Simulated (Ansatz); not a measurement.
# AlH₃Se: a ladder of functionals and wavefunction methods

The task here is to estimate one member of a computed series from the others.

Program: Ansatz 0.2.0, Gaussian basis. Level of theory: functionals in def2-TZVPP, the program's frozen cores in correlated methods. These are calculated values, not measurements.

Levels to be run: LDA (SPW92), PBE-D4, revPBE-D4, BLYP-D4, r2SCAN-D4, B97M-V, PBE0-D4, B3LYP-D4, r2SCANh-D4, r2SCAN0-D4, HSE06-D4, BHLYP-D4, CAM-B3LYP-D4, LC-ωPBE, ωB97X-V, ωB97M-V, B2PLYP, PBE-QIDH; CCSD(T)/def2-SVP; CCSD(T)/def2-TZVPP; MP2/def2-QZVPP; extrapolation to the limit; RPA on PBE.

**Structure used throughout**

An earlier PBE0-D4 in a triple-zeta def2 set relaxation fixed the geometry.

SMILES `[AlH2][SeH]`, 5 atoms, charge 0, spin multiplicity 1.

Atoms are counted from 1 here; the program's logs count them from 0.

Bond lengths: Al1–Se2 2.314 Å, Al1–H3 1.579 Å, Al1–H4 1.580 Å, Se2–H5 1.469 Å. Angles: Se2–Al1–H3 116.3°, Se2–Al1–H4 119.2°, H3–Al1–H4 124.5°, Al1–Se2–H5 92.2°.

The first run:

Contents of in.yaml:

```yaml
crystal:
  periodic: [false, false, false]
  atoms:
    - {symbol: Al, position_ang: [-0.435238, -0.530732, 0.166825]}
    - {symbol: Se, position_ang: [0.870291, 1.346572, 0.522905]}
    - {symbol: H, position_ang: [-1.236754, -1.072666, 1.415089]}
    - {symbol: H, position_ang: [-0.474100, -1.180966, -1.272771]}
    - {symbol: H, position_ang: [1.325602, 1.364093, -0.873549]}
basis:
  gaussian: {orbitals: def2-TZVPP}
hamiltonian: {xc: lda}
output: {orbitals: {seedname: orbitals}}
```

Among the steps run: LDA; PBE-D4 (GGA); revPBE-D4 (GGA); BLYP-D4 (GGA); r2SCAN-D4 (meta-GGA); B97M-V (meta-GGA); PBE0-D4 (hybrid); B3LYP-D4 (hybrid); r2SCANh-D4 (hybrid); r2SCAN0-D4 (hybrid); HSE06-D4 (hybrid); BHLYP-D4 (hybrid); CAM-B3LYP-D4 (range-separated); LC-ωPBE-D4 (range-separated; the results give it without D4); ωB97X-V (range-separated); ωB97M-V (range-separated); B2PLYP (double hybrid); PBE-QIDH (double hybrid).

One table of the session follows, with a row left open; its other results are not shown here.

It belongs to the step «Frontier levels by functional». 

| functional | HOMO (eV) | LUMO (eV) | gap (eV) |
| --- | --- | --- | --- |
| LDA (SPW92) | ? | ? | ? |
| PBE-D4 | -6.37 | -2.23 | 4.14 |
| revPBE-D4 | -6.32 | -2.13 | 4.19 |
| BLYP-D4 | -6.18 | -2.10 | 4.08 |
| r2SCAN-D4 | -6.64 | -1.93 | 4.71 |
| B97M-V | -6.68 | -2.10 | 4.58 |
| PBE0-D4 | -7.45 | -1.50 | 5.95 |
| B3LYP-D4 | -7.20 | -1.68 | 5.51 |
| r2SCANh-D4 | -7.03 | -1.68 | 5.35 |
| r2SCAN0-D4 | -7.63 | -1.32 | 6.31 |
| HSE06-D4 | -7.05 | -1.87 | 5.19 |
| BHLYP-D4 | -8.35 | -0.73 | 7.62 |
| CAM-B3LYP-D4 | -8.68 | -0.57 | 8.10 |
| LC-ωPBE | -10.04 | 0.47 | 10.51 |
| ωB97X-V | -9.70 | 0.38 | 10.08 |
| ωB97M-V | -9.56 | 0.13 | 9.69 |

Q: Estimate the row for LDA (SPW92) from the others.

The run gave: HOMO (eV): -6.51; LUMO (eV): -2.47; gap (eV): 4.05. In the column «HOMO (eV)» it lies between r2SCAN-D4 (-6.64) and PBE-D4 (-6.37).
